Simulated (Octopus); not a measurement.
# A workflow on HfCl3F (SMILES [F][Hf]([Cl])([Cl])[Cl])

Aim: energy and forces (PBEsol), then energy and forces (PBEsol), then energy and forces (PBEsol), then energy and gradient (PBEsol), then energy and gradient (PBEsol) of HfCl3F. The setting varied is the grid spacing. 

The calculation is run with Octopus 16.4.

3 further runs of the same task are left out: 3 set aside as unsound or not needed.

### 1 The molecule

HfCl3F: 5 atoms, total charge 0, spin state singlet. SMILES: `[F][Hf]([Cl])([Cl])[Cl]`. Geometry: relaxed at PBE0-D4/def2-TZVP.

Bond lengths: F1–Hf2 1.881 Å, Hf2–Cl3 2.324 Å, Hf2–Cl4 2.324 Å, Hf2–Cl5 2.324 Å. Angles: F1–Hf2–Cl3 108.9°, F1–Hf2–Cl4 108.9°, F1–Hf2–Cl5 108.9°, Cl3–Hf2–Cl4 110.1°, Cl3–Hf2–Cl5 110.1°, Cl4–Hf2–Cl5 110.1°.

### 2 Energy and gradient at PBEsol (scalar, in the pseudopotentials, pseudodojo_pbesol potentials, box margin 4 angstrom, extra states 0, grid spacing 0.195 angstrom, mix field default) (run 4)

Contents of geometry.xyz:

```xyz
5

F     -0.437160    -0.284060     1.884980
Hf    -0.016760    -0.010860     0.071980
Cl     1.816640    -1.327860    -0.481120
Cl    -1.850360    -0.611960    -1.223520
Cl     0.487640     2.234740    -0.252320
```

Started as:

```
OMP_NUM_THREADS=1 octopus > gs.log
```

Output:

```text
Version                : 16.4
[... 49 lines left out ...]
Refinement of some symmetry elements was terminated before convergence was reached.
[... 111 lines left out ...]
Converged eigenvectors: 0
[... 6 lines left out ...]
  [output of 3 eigenvalues skipped: maximum error = 3.6E-02]
[... 10 lines left out ...]
#  State  Eigenvalue [eV]  Occupation    Error
[... 5 lines left out ...]
  [output of 3 eigenvalues skipped: maximum error = 2.2E-02]
[... 55 lines left out ...]
Converged eigenvectors: 0
#  State  Eigenvalue [eV]  Occupation    Error
[... 5 lines left out ...]
  [output of 3 eigenvalues skipped: maximum error = 1.5E-07]
[... 10 lines left out ...]
#  State  Eigenvalue [eV]  Occupation    Error
[... 5 lines left out ...]
  [output of 3 eigenvalues skipped: maximum error = 7.3E-08]
[... 6 lines left out ...]
Info: SCF converged in   19 iterations
[... 1 line left out ...]
**   Some of the states are not fully converged!
[... 1 line left out ...]
Octopus emitted 2 warnings.
```

Run time: 38 s. Hardware: 1 thread of Intel Xeon Platinum 8259CL at 2.50GHz (Skylake/Cascade Lake), shared host; peak memory 0.12 GiB.

### 3 Energy and forces at PBEsol (scalar, in the pseudopotentials, pseudodojo_pbesol potentials, box margin 4 angstrom, extra states 0, grid spacing 0.172 angstrom, mix field default) (run 5)

geometry.xyz is that of step 2.

Started as:

```
OMP_NUM_THREADS=1 octopus > gs.log
```

Output:

```text
Version                : 16.4
[... 49 lines left out ...]
Refinement of some symmetry elements was terminated before convergence was reached.
[... 111 lines left out ...]
Converged eigenvectors: 0
[... 6 lines left out ...]
  [output of 3 eigenvalues skipped: maximum error = 3.5E-02]
[... 10 lines left out ...]
#  State  Eigenvalue [eV]  Occupation    Error
[... 5 lines left out ...]
  [output of 3 eigenvalues skipped: maximum error = 2.6E-02]
[... 52 lines left out ...]
Converged eigenvectors: 0
#  State  Eigenvalue [eV]  Occupation    Error
[... 5 lines left out ...]
  [output of 3 eigenvalues skipped: maximum error = 3.4E-07]
[... 10 lines left out ...]
#  State  Eigenvalue [eV]  Occupation    Error
[... 5 lines left out ...]
  [output of 3 eigenvalues skipped: maximum error = 3.6E-07]
[... 6 lines left out ...]
Info: SCF converged in   18 iterations
[... 1 line left out ...]
**   Some of the states are not fully converged!
[... 1 line left out ...]
Octopus emitted 2 warnings.
```

It took 61 s on 1 thread of Intel Xeon Platinum 8259CL at 2.50GHz (Skylake/Cascade Lake), shared host; peak memory 0.17 GiB.

### 4 Energy and gradient at PBEsol (scalar, in the pseudopotentials, pseudodojo_pbesol potentials, box margin 4 angstrom, extra states 0, grid spacing 0.15 angstrom, mix field default) (run 6)

geometry.xyz is that of step 3.

Started as:

```
OMP_NUM_THREADS=1 octopus > gs.log
```

Output:

```text
Version                : 16.4
[... 49 lines left out ...]
Refinement of some symmetry elements was terminated before convergence was reached.
[... 111 lines left out ...]
Converged eigenvectors: 0
[... 6 lines left out ...]
  [output of 3 eigenvalues skipped: maximum error = 4.1E-02]
[... 10 lines left out ...]
#  State  Eigenvalue [eV]  Occupation    Error
[... 5 lines left out ...]
  [output of 3 eigenvalues skipped: maximum error = 2.7E-02]
[... 58 lines left out ...]
Converged eigenvectors: 0
#  State  Eigenvalue [eV]  Occupation    Error
[... 5 lines left out ...]
  [output of 3 eigenvalues skipped: maximum error = 2.1E-07]
[... 10 lines left out ...]
#  State  Eigenvalue [eV]  Occupation    Error
[... 5 lines left out ...]
  [output of 3 eigenvalues skipped: maximum error = 9.3E-08]
[... 6 lines left out ...]
Info: SCF converged in   20 iterations
[... 1 line left out ...]
**   Some of the states are not fully converged!
[... 1 line left out ...]
Octopus emitted 2 warnings.
```

It took 97 s on 1 thread of Intel Xeon Platinum 8259CL at 2.50GHz (Skylake/Cascade Lake), shared host; peak memory 0.23 GiB.

Run 7 isn't shown in full; the table further down has it.

### 5 Energy and forces at PBEsol (scalar, in the pseudopotentials, pseudodojo_pbesol potentials, box margin 4 angstrom, extra states 0, grid spacing 0.117 angstrom, mix field default) (run 8)

geometry.xyz is that of step 4.

Started as:

```
OMP_NUM_THREADS=1 octopus > gs.log
```

Output:

```text
Version                : 16.4
[... 156 lines left out ...]
Converged eigenvectors: 0
[... 6 lines left out ...]
  [output of 3 eigenvalues skipped: maximum error = 3.5E-02]
[... 10 lines left out ...]
#  State  Eigenvalue [eV]  Occupation    Error
[... 5 lines left out ...]
  [output of 3 eigenvalues skipped: maximum error = 3.1E-02]
[... 52 lines left out ...]
Converged eigenvectors: 0
#  State  Eigenvalue [eV]  Occupation    Error
[... 5 lines left out ...]
  [output of 3 eigenvalues skipped: maximum error = 7.6E-07]
[... 10 lines left out ...]
#  State  Eigenvalue [eV]  Occupation    Error
[... 5 lines left out ...]
  [output of 3 eigenvalues skipped: maximum error = 5.7E-07]
[... 6 lines left out ...]
Info: SCF converged in   18 iterations
[... 1 line left out ...]
**   Some of the states are not fully converged!
[... 1 line left out ...]
Octopus emitted 1 warning.
```

Run time: 3.9 min. Hardware: 1 thread of Intel Xeon Platinum 8259CL at 2.50GHz (Skylake/Cascade Lake), shared host; peak memory 0.44 GiB.

### 6 All runs side by side

```tsv
run	level	grid spacing	sweep point	energy (Eh)	dipole moment (D)	HOMO energy (eV)	wall time
4	PBEsol (scalar, in the pseudopotentials, pseudodojo_pbesol potentials, box margin 4 angstrom, extra states 0, grid spacing 0.195 angstrom, mix field default)	0.195	4	-130.387453	0.18	-8.29	38 s
5	PBEsol (scalar, in the pseudopotentials, pseudodojo_pbesol potentials, box margin 4 angstrom, extra states 0, grid spacing 0.172 angstrom, mix field default)	0.172	5	-130.338318	0.16	-8.29	61 s
6	PBEsol (scalar, in the pseudopotentials, pseudodojo_pbesol potentials, box margin 4 angstrom, extra states 0, grid spacing 0.15 angstrom, mix field default)	0.15	6	-130.329336	0.15	-8.29	97 s
7	PBEsol (scalar, in the pseudopotentials, pseudodojo_pbesol potentials, box margin 4 angstrom, extra states 0, grid spacing 0.132 angstrom, mix field default)	0.132	7	-130.324526	0.15	-8.29	2.4 min
8	PBEsol (scalar, in the pseudopotentials, pseudodojo_pbesol potentials, box margin 4 angstrom, extra states 0, grid spacing 0.117 angstrom, mix field default)	0.117	8	-130.321760	0.15	-8.29	3.9 min
```

Convergence of the total energy of singlet HfCl3F with the grid spacing, against the last point:

```tsv
grid spacing	from the last (mEh)	wall time
0.195 Å	-65.694	38 s
0.172 Å	-16.559	61 s
0.15 Å	-7.576	97 s
0.132 Å	-2.766	2.4 min
0.117 Å	+0.000	3.9 min
```

Convergence of the dipole moment of singlet HfCl3F with the grid spacing, against the last point:

```tsv
grid spacing	from the last (D)	wall time
0.195 Å	+0.0269	38 s
0.172 Å	+0.0044	61 s
0.15 Å	+0.0028	97 s
0.132 Å	+0.0012	2.4 min
0.117 Å	+0.0000	3.9 min
```

### 7 What came out

| quantity | value |
| --- | --- |
| run 8, PBEsol: total energy | -130.32176 Eh |
| run 8, PBEsol: dipole moment | 0.15 D |
| run 8, PBEsol: HOMO energy | -8.29 eV |
| run 8, PBEsol: largest force on an atom | 0.628 eV/Å |

In words: For the total energy of singlet HfCl3F to stay within 10 mEh of the last point, 0.15 Å is the first point of the series from which all later ones do (97 s against 3.9 min). For the dipole moment of singlet HfCl3F to stay within 0.005 D of the last point, 0.172 Å is the first point of the series from which all later ones do (61 s against 3.9 min). Over the runs the total energy spans 1.788 eV. All runs together took 9.6 min, the longest 3.9 min.
